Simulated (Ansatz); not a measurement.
# C₂H₄O₂Si: how energies converge with the basis set

How large a basis does C₂H₄O₂Si need? Two functionals are run in growing sets.

The runs use Ansatz 0.2.0, Gaussian basis; one geometry, several basis sets.

The runs, in order: PBE0-D4/def2-SVP; ωB97M-V/def2-SVP; PBE0-D4/def2-QZVPP; ωB97M-V/def2-QZVPP; the functionals' def2-TZVPP values are taken from earlier runs.

## 1. The relaxed structure

An earlier PBE0-D4 in a triple-zeta def2 set relaxation fixed the geometry.

SMILES `O=C1C[SiH]1O`, 9 atoms, charge 0, spin multiplicity 1.

Atoms are counted from 1 here; the program's logs count them from 0.

Bond lengths: O1–C2 1.197 Å, C2–C3 1.498 Å, C2–Si4 1.865 Å, C3–Si4 1.897 Å, C3–H6 1.097 Å, C3–H7 1.088 Å, Si4–O5 1.634 Å, Si4–H8 1.477 Å, O5–H9 0.959 Å. Angles: O1–C2–C3 134.0°, O1–C2–Si4 150.3°, C3–C2–Si4 67.7°, C2–C3–Si4 65.4°, C2–C3–H6 111.9°, C2–C3–H7 120.2°, Si4–C3–H6 101.0°, Si4–C3–H7 137.8°, H6–C3–H7 112.3°, C2–Si4–C3 46.9°, C2–Si4–O5 123.5°, C2–Si4–H8 126.6°, C3–Si4–O5 126.5°, C3–Si4–H8 114.0°, O5–Si4–H8 107.2°, Si4–O5–H9 118.7°.

Coordinates:

```xyz
9
charge 0, multiplicity 1
O     0.8590   -1.7812    1.2573
C     0.5412   -1.0355    0.3762
C     1.1235    0.2288   -0.1783
Si   -0.7412    0.0273   -0.4619
O    -1.9354    0.8008    0.3409
H     1.5058    0.0907   -1.1974
H     1.7854    0.8406    0.4319
H    -1.1307   -0.0211   -1.8854
H    -1.9189    0.8032    1.2997
```

## 2. PBE0-D4 in def2-SVP

The input, in.yaml:

```yaml
crystal:
  periodic: [false, false, false]
  atoms:
    - {symbol: O, position_ang: [0.858961, -1.781221, 1.257297]}
    - {symbol: C, position_ang: [0.541212, -1.035535, 0.376187]}
    - {symbol: C, position_ang: [1.123483, 0.228842, -0.178333]}
    - {symbol: Si, position_ang: [-0.741233, 0.027339, -0.461894]}
    - {symbol: O, position_ang: [-1.935422, 0.800768, 0.340856]}
    - {symbol: H, position_ang: [1.505770, 0.090699, -1.197393]}
    - {symbol: H, position_ang: [1.785434, 0.840600, 0.431908]}
    - {symbol: H, position_ang: [-1.130726, -0.021103, -1.885403]}
    - {symbol: H, position_ang: [-1.918879, 0.803211, 1.299675]}
basis:
  gaussian: {orbitals: def2-SVP}
hamiltonian: {xc: pbe0, dispersion: d4}
output: {orbitals: {seedname: orbitals}}
```

On the command line:

```
ansatz run in.yaml --threads 2 --pin off --events-out ev --progress --plain --max-ram 4352MiB
```

Further steps of the session: ωB97M-V in def2-SVP; PBE0-D4 in def2-QZVPP; ωB97M-V in def2-QZVPP.

Q: Predict the results of all the runs planned. Wanted: PBE0-D4: double and triple zeta above quadruple; ωB97M-V: double and triple zeta above quadruple.

The runs gave:

```
                                       quantity           value
PBE0-D4: double and triple zeta above quadruple  10.95, 0.62 eV
ωB97M-V: double and triple zeta above quadruple  11.13, 0.58 eV
```

What this shows: For PBE0-D4 the step from double to triple zeta gains 10.32 eV and the next only 0.62 eV. These are total energies; as a rule much of such shifts cancels in differences, which this series doesn't test.
